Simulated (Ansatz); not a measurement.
This script for the Ansatz DFT code, driven from Python starts 4 runs on ScAl3, space group Pm-3m. What input does the engine get in each?

The script, `xc.py`:
```python
"""One structure of ScAl3 under several functionals."""

import ansatz as az
import pandas as pd
from pymatgen.core import Lattice, Structure
from pymatgen.io.ase import AseAtomsAdaptor


def main() -> None:
    pmg_structure = Structure(
        Lattice([[4.0878, 0.0, 0.0], [0.0, 4.0878, 0.0], [0.0, 0.0, 4.0878]]),
        ["Sc", "Al", "Al", "Al"],
        [
            [0.0, 0.0, 0.0],
            [0.5, 0.0, 0.5],
            [0.0, 0.5, 0.5],
            [0.5, 0.5, 0.0],
        ],
    )
    crystal = az.Crystal.from_ase(AseAtomsAdaptor.get_atoms(pmg_structure))

    base = (
        crystal.calculation()
        .basis(550)
        .kpoints(6, center="gamma")
        .occupations("methfessel_paxton")
        .scf(tolerance=1e-08)
        .band_table()
    )

    rows = []
    for value in ["pbe", "r2scan", "rpbe", "lda"]:
        report = base.functional(value).run().report
        rows.append((value, report["free_energy_ev"] / len(report["lattice"]["sites"]), report["n_iterations"], report["gap_by_band_count_ev"], report["n_kpoints"]))

    table = pd.DataFrame(rows, columns=["functional", "F/atom (eV)", "iterations", "gap by band count (eV)", "k-points"])
    print(table.round(5).to_string(index=False))


if __name__ == "__main__":
    main()
```

Run 1:
```yaml
crystal:
  lattice:
    - [4.0878, 0.0, 0.0]
    - [0.0, 4.0878, 0.0]
    - [0.0, 0.0, 4.0878]
  atoms:
    - { symbol: Sc, position: [0.0, 0.0, 0.0] }
    - { symbol: Al, position: [0.5, 0.0, 0.5] }
    - { symbol: Al, position: [0.0, 0.5, 0.5] }
    - { symbol: Al, position: [0.5, 0.5, 0.0] }
basis:
  ecutwfc: 550.0
kpoints:
  mp_grid:
    grid: [6, 6, 6]
    shift: [0.0, 0.0, 0.0]
hamiltonian:
  xc: pbe
scf:
  convergence:
    dr2_threshold: 1.0e-08
  occupations:
    method: methfessel_paxton
output:
  eigenvalues: true
```

Run 2, against run 1:
```diff
-  xc: pbe
+  xc: r2scan
```

Run 3, against run 1:
```diff
-  xc: pbe
+  xc: rpbe
```

Run 4, against run 1:
```diff
-  xc: pbe
+  xc: lda
```

```console
$ python xc.py
functional  F/atom (eV)  iterations  gap by band count (eV)  k-points
       pbe   -937.52956           6                -3.82418        20
    r2scan   -940.93863           7                -4.26051        20
      rpbe   -940.79891           6                -3.92925        20
       lda   -907.39926           7                -3.66304        20
```

For a metal this k-point mesh is coarse: on a finer one energies can move by several to tens of meV an atom and pressures by half a GPa or more, differences at one mesh by less. A gap by band count of zero or less means overlapping bands, a metal. This cell is a computed structure, which may not be the phase found in nature. Gaps and levels are Kohn-Sham values on a finite set of k-points. Total energies of different functionals can't be compared; pressures, moments and gaps at this one structure can. Cost: roughly 8 core-seconds.

(Lines on the test bed's own set-up are left out of the output.)
